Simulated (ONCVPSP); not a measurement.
**Hf: generating and testing an ONCV potential**

Task: generate the file, and judge it by its errors in other configurations, its logarithmic derivatives, its ghosts and its cutoff.

The numbers are computed with ONCVPSP 4.0.1 (LDA (Perdew-Wang 92), scalar-relativistic, spin-unpolarised reference atom).

### 1 Starting point

Typed settings, in words:

```
element                 : hafnium (Hf, Z = 72)
type                    : optimised norm-conserving Vanderbilt (ONCV)
frozen core             : [Xe]
valence charge          : 18
reference configuration : 4f13.5 5d2.5 6s2
partial waves           : 6s: rc 3.10 bohr, ncon 3, nbas 7, qcut 2.3 1/bohr, 3 projectors, debl 1 Ha; p scattering state at 0.24 Ha: rc 3.45 bohr, ncon 4, nbas 9, qcut 1.9 1/bohr, 2 projectors, debl 3.1 Ha; 5d: rc 3.20 bohr, ncon 3, nbas 8, qcut 5.8 1/bohr, 2 projectors, debl 1 Ha; 4f: rc 0.75 bohr, ncon 4, nbas 9, qcut 20.4 1/bohr, 1 projector
local potential         : polynomial inside 0.45 bohr (lpopt 5, dvloc0 6 Ha)
core correction         : Teter function fitted to the true core (icmod 2), fcfact 0.55
```

The nodes and maxima of the atom's own shells, from an earlier all-electron run, set the scale for the radii.

All-electron outer shells of the reference configuration (LDA (PZ), scalar-relativistic, ld1.x):

```csv
shell,level (eV),outermost node (bohr),outermost maximum (bohr)
5p,-37.27,0.60,1.15
4f,-20.87,–,0.45
6s,-5.40,1.35,2.82
5d,-3.39,0.66,1.65
6p,-1.48,1.64,4.00
```

### 2 The generation run

Hf.dat reads:

```
# ATOM AND REFERENCE CONFIGURATION
# atsym  z   nc   nv     iexc    psfile
  Hf 72.00   11    3  -001012      upf
#
#   n    l    f
    1    0    2.00
    2    0    2.00
    2    1    6.00
    3    0    2.00
    3    1    6.00
    3    2   10.00
    4    0    2.00
    4    1    6.00
    4    2   10.00
    5    0    2.00
    5    1    6.00
    4    3   13.50
    5    2    2.50
    6    0    2.00
#
# PSEUDOPOTENTIAL AND OPTIMIZATION
# lmax
    3
#
#   l,   rc,      ep,       ncon, nbas, qcut
    0    3.10    0.00    3    7    2.30
    1    3.45    0.24    4    9    1.90
    2    3.20    0.00    3    8    5.80
    3    0.75    0.00    4    9   20.40
#
# LOCAL POTENTIAL
# lloc, lpopt,  rc(5),   dvloc0
    4    5    0.45    6.00
#
# VANDERBILT-KLEINMAN-BYLANDER PROJECTORs
# l, nproj, debl
    0    3    1.00
    1    2    3.10
    2    2    1.00
    3    1    2.50
#
# MODEL CORE CHARGE
# icmod, fcfact, rcfact
    2    0.55    0.85
#
# LOG DERIVATIVE ANALYSIS
# epsh1, epsh2, depsh
   -2.00    5.00    0.02
#
# OUTPUT GRID
# rlmax, drl
    6.00    0.01
#
# TEST CONFIGURATIONS
# ncnf
    4
# nvcnf
#   n    l    f
    3
    4    3   14.00
    5    2    2.00
    6    0    2.00
#
    3
    4    3   14.00
    5    2    2.00
    6    0    1.00
#
    3
    4    3   14.00
    5    2    2.00
    6    0    0.00
#
    4
    4    3   14.00
    5    2    2.00
    6    0    0.00
    6    1    1.00
#
```

On the command line:

```console
$ oncvpsp.x < Hf.dat > Hf.out
```

Q: Predict the outcome of this session. Wanted: cutoffs for 1 and 0.1 mHa per electron, occupied waves; bound ghosts; GHOST(+) flags; largest test error; largest phase difference near zero energy, channels read; rms error of d²Exc/dn², without and with the model core; projector energies reset by the program.

The runs gave:

| quantity | value |
| --- | --- |
| cutoffs for 1 and 0.1 mHa per electron, occupied waves | 196 Ha and 419 Ha |
| bound ghosts | s at -1573.12 eV, s at -304.93 eV, p at -1057.13 eV, p at -79.24 eV and 1 more |
| GHOST(+) flags | s at 69 eV, p at 111 eV |
| largest test error (AE − PS) | -346 meV, for 4f14 5d2 6s0 |
| largest phase difference near zero energy, channels read | 0.002 rad |
| rms error of d²Exc/dn², without and with the model core | 9.93 and 8.05 mHa |
| projector energies reset by the program | p: 0.050, 3.150 Ha |

What this shows: It has a bound ghost (s, p, d), a state that the atom doesn't have, and that rules the file out. The worst unpolarised test, 4f14 5d2 6s0, is off by 346 meV on 14.8 eV; by total energies transferability rates as poor. The potential is very hard: the looser tolerance needs 196 Ha. The 4f wave sets it; 5d needs 9 Ha. Near zero energy the phases of the channels with partial waves that could be evaluated agree within 0.002 rad. The program also flags highly localised states, GHOST(+) (s, p). All of this concerns the isolated atom, not yet a solid.
